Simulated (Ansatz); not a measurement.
**C2H4OSSe: a ladder of functionals and wavefunction methods**

An exercise on one series of results from a longer session: the logs are not shown, and one member is left open.

The runs use Ansatz 0.2.0, Gaussian basis; functionals in def2-TZVPP, the program's frozen cores in correlated methods.

The runs, in order: PBE-D4, r2SCAN-D4, PBE0-D4, B3LYP-D4, ωB97X-V, ωB97M-V, B2PLYP; CCSD(T)/def2-TZVPP; MP2/def2-QZVPP; extrapolation to the limit.

## The relaxed structure

An earlier PBE0-D4 in a triple-zeta def2 set relaxation fixed the geometry.

9 atoms, charge 0, spin multiplicity 1.

Atoms are counted from 1 here; the program's logs count them from 0.

Bond lengths: Se1–C2 1.962 Å, Se1–H6 1.472 Å, C2–O3 1.407 Å, C2–S5 1.818 Å, C2–H7 1.090 Å, O3–C4 1.418 Å, C4–S5 1.827 Å, C4–H8 1.093 Å, C4–H9 1.091 Å. Angles: C2–Se1–H6 94.8°, Se1–C2–O3 115.8°, Se1–C2–S5 110.9°, Se1–C2–H7 108.0°, O3–C2–S5 94.6°, O3–C2–H7 111.7°, S5–C2–H7 115.6°, C2–O3–C4 98.9°, O3–C4–S5 93.8°, O3–C4–H8 112.3°, O3–C4–H9 111.6°, S5–C4–H8 113.2°, S5–C4–H9 114.0°, H8–C4–H9 110.9°, C2–S5–C4 72.2°.

Set-up of the first run:

in.yaml reads:

```yaml
crystal:
  periodic: [false, false, false]
  atoms:
    - {symbol: Se, position_ang: [1.294163, -0.593728, -1.741690]}
    - {symbol: C, position_ang: [0.725637, -0.127848, 0.077039]}
    - {symbol: O, position_ang: [-0.531421, -0.621710, 0.470939]}
    - {symbol: C, position_ang: [-1.253301, 0.598457, 0.481896]}
    - {symbol: S, position_ang: [0.231335, 1.618575, 0.174090]}
    - {symbol: H, position_ang: [1.820956, -1.917213, -1.369829]}
    - {symbol: H, position_ang: [1.512745, -0.433878, 0.765443]}
    - {symbol: H, position_ang: [-1.988310, 0.653183, -0.325333]}
    - {symbol: H, position_ang: [-1.723304, 0.777964, 1.450344]}
basis:
  gaussian: {orbitals: def2-TZVPP}
hamiltonian: {xc: pbe, dispersion: d4}
output: {forces: true, orbitals: {seedname: orbitals}}
```

The run is started by

```
> ansatz run in.yaml --threads 4 --pin off --events-out ev --progress --plain --max-ram 10444MiB
```

Steps of the session up to this table: PBE-D4 (GGA); r2SCAN-D4 (meta-GGA); PBE0-D4 (hybrid); B3LYP-D4 (hybrid); ωB97X-V (range-separated); ωB97M-V (range-separated); B2PLYP (double hybrid); CCSD(T) in def2-TZVPP; MP2 in def2-QZVPP.

One of the session's tables, all rows but one given; the rest of the session is left out.

| method | atomisation energy (eV) |
| --- | --- |
| PBE-D4 | 34.040 |
| r2SCAN-D4 | 32.898 |
| PBE0-D4 | 33.019 |
| B3LYP-D4 | 32.529 |
| ωB97X-V | 32.886 |
| ωB97M-V | 32.801 |
| B2PLYP | 32.139 |
| HF/def2-TZVPP | 21.406 |
| MP2/def2-TZVPP | 32.535 |
| CCSD/def2-TZVPP | ? |
| CCSD(T)/def2-TZVPP | 31.672 |
| MP2/CBS | 33.601 |
| CCSD(T)/CBS | 32.739 |

Estimate the missing values for CCSD/def2-TZVPP.

The run gave: atomisation energy (eV): 30.885. In the column «atomisation energy (eV)» it lies between HF/def2-TZVPP (21.406) and CCSD(T)/def2-TZVPP (31.672).

To keep in mind: Free atoms (1 Se, 2 C, 1 O, 1 S, 4 H) were run apart at each level; the atomisation energy is their sum less the molecule, without zero-point or spin-orbit terms.
